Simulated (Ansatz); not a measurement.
# GaH3O: a dynamics run in two tries

Aim: a short trajectory for this system.

Program: Ansatz 0.2.0. Level of theory: RKS PBE/def2-TZVP. These are calculated values, not measurements.

### Step 1. Starting point

Bond lengths: Ga1–O2 1.833 Å, O2–H3 0.967 Å, Ga1–H4 1.452 Å, Ga1–H5 1.489 Å. Angles: Ga1–O2–H3 122.0°, O2–Ga1–H4 115.8°, O2–Ga1–H5 120.5°, H4–Ga1–H5 123.3°.

As a file:

```xyz
5

Ga   -0.0180   -0.0197   -0.0682
O     0.0021   -0.1312    1.7612
H    -0.8041   -0.0485    2.2884
H     1.2824   -0.0054   -0.7139
H    -1.3009   -0.1231   -0.8166
```

### Step 2. The run

input.yaml reads:

```yaml
crystal:
  periodic: [false, false, false]
  atoms:
    - { symbol: Ga, position_ang: [-0.017962, -0.019718, -0.068177] }
    - { symbol: O, position_ang: [0.00205, -0.131184, 1.76122] }
    - { symbol: H, position_ang: [-0.804068, -0.048495, 2.28836] }
    - { symbol: H, position_ang: [1.282359, -0.005436, -0.713876] }
    - { symbol: H, position_ang: [-1.300894, -0.123072, -0.8166] }
basis:
  gaussian: { orbitals: def2-TZVP }
hamiltonian:
  xc: pbe
md:
  timestep: 0.25
  n_steps: 25
  ensemble: nvt_langevin
  initial_velocities: maxwell_boltzmann
  seed: 817994
  friction: 0.005
```

Started as:

```console
ansatz run input.yaml --threads 2 --pin off --max-ram 3072MiB --backend cpu --events-out ev --progress --plain --runs-dir out
```

What does the calculation give? Wanted: first try.

The runs gave:

```
 quantity                                                           value
first try                                                         refused
    cause  a Langevin thermostat is asked for with no temperature to hold
```

The fault in the first input was caught at the input check and cost nothing.
